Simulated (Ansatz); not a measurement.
# GeNH₅: single points off equilibrium

One table from this session's results is given with a row withheld; the runs are named, their logs left out.

Program: Ansatz 0.2.0, Gaussian basis. Level of theory: single points in def2-TZVPP. These are calculated values, not measurements.

Cores are frozen in the correlated methods. Filled d shells of the heavier atoms are correlated.

### Starting geometry

7 atoms, charge 0, spin multiplicity 1.

Atoms are counted from 1 here; the program's logs count them from 0.

Bond lengths: Ge1–N2 2.224 Å, Ge1–H4 1.732 Å, Ge1–H5 1.657 Å, N2–H3 1.253 Å, N2–H6 1.103 Å, N2–H7 0.950 Å. Angles: N2–Ge1–H4 80.0°, N2–Ge1–H5 77.5°, H4–Ge1–H5 86.0°, Ge1–N2–H3 65.8°, Ge1–N2–H6 120.4°, Ge1–N2–H7 136.3°, H3–N2–H6 102.9°, H3–N2–H7 108.9°, H6–N2–H7 103.2°.

Coordinates:

```mol
GeH5N
  3D, bonds by distance, orders not assigned

  7  6  0  0  0  0  0  0  0  0999 V2000
   -1.3677    0.0281    0.6661 Ge  0  0
    0.7950   -0.2818    0.2491 N   0  0
    0.0987   -0.0855   -0.7734 H   0  0
   -1.4017   -0.0355   -1.0645 H   0  0
   -0.8120    1.5788    0.4824 H   0  0
    1.1924   -1.2981    0.0859 H   0  0
    1.5710    0.2641    0.2023 H   0  0
  1  2  8  0
  1  4  8  0
  1  5  8  0
  2  3  8  0
  2  6  8  0
  2  7  8  0
M  END
```

Set-up of the first run:

run/in.yaml

```yaml
crystal:
  periodic: [false, false, false]
  atoms:
    - {symbol: Ge, position_ang: [-1.367700, 0.028100, 0.666100]}
    - {symbol: N, position_ang: [0.795000, -0.281800, 0.249100]}
    - {symbol: H, position_ang: [0.098700, -0.085500, -0.773400]}
    - {symbol: H, position_ang: [-1.401700, -0.035500, -1.064500]}
    - {symbol: H, position_ang: [-0.812000, 1.578800, 0.482400]}
    - {symbol: H, position_ang: [1.192400, -1.298100, 0.085900]}
    - {symbol: H, position_ang: [1.571000, 0.264100, 0.202300]}
basis:
  gaussian: {orbitals: def2-TZVPP}
correlation: {method: ccsd_t}
output: {forces: true}
```

The command line of these runs was not kept.

Steps of the session up to this table: CCSD(T)/def2-TZVPP; PBE0-D4/def2-TZVPP; wB97M-V/def2-TZVPP; r2SCAN-D4/def2-TZVPP; PBE-D4/def2-TZVPP; BHLYP-D4/def2-TZVPP; LC-wPBE/def2-TZVPP.

One of the session's tables, all rows but one given; the rest of the session is left out.

| method | RMS force component (eV/Å) | angle to CCSD(T) forces (°) | dipole (D) |
| --- | --- | --- | --- |
| CCSD(T) | 2.075 | reference | 2.98 |
| PBE0-D4 | 2.053 | 2.5 | 2.89 |
| wB97M-V | 2.068 | 1.5 | 2.86 |
| r2SCAN-D4 | 2.004 | 3.0 | 2.95 |
| PBE-D4 | ? | ? | ? |
| BHLYP-D4 | 2.141 | 5.5 | 2.85 |
| LC-wPBE | 2.151 | 2.9 | 2.97 |

**Question.** Estimate the row for PBE-D4.

As computed: RMS force component (eV/Å): 1.948; angle to CCSD(T) forces (°): 6.6; dipole (D): 2.87. In the column «RMS force component (eV/Å)» it is the lowest.
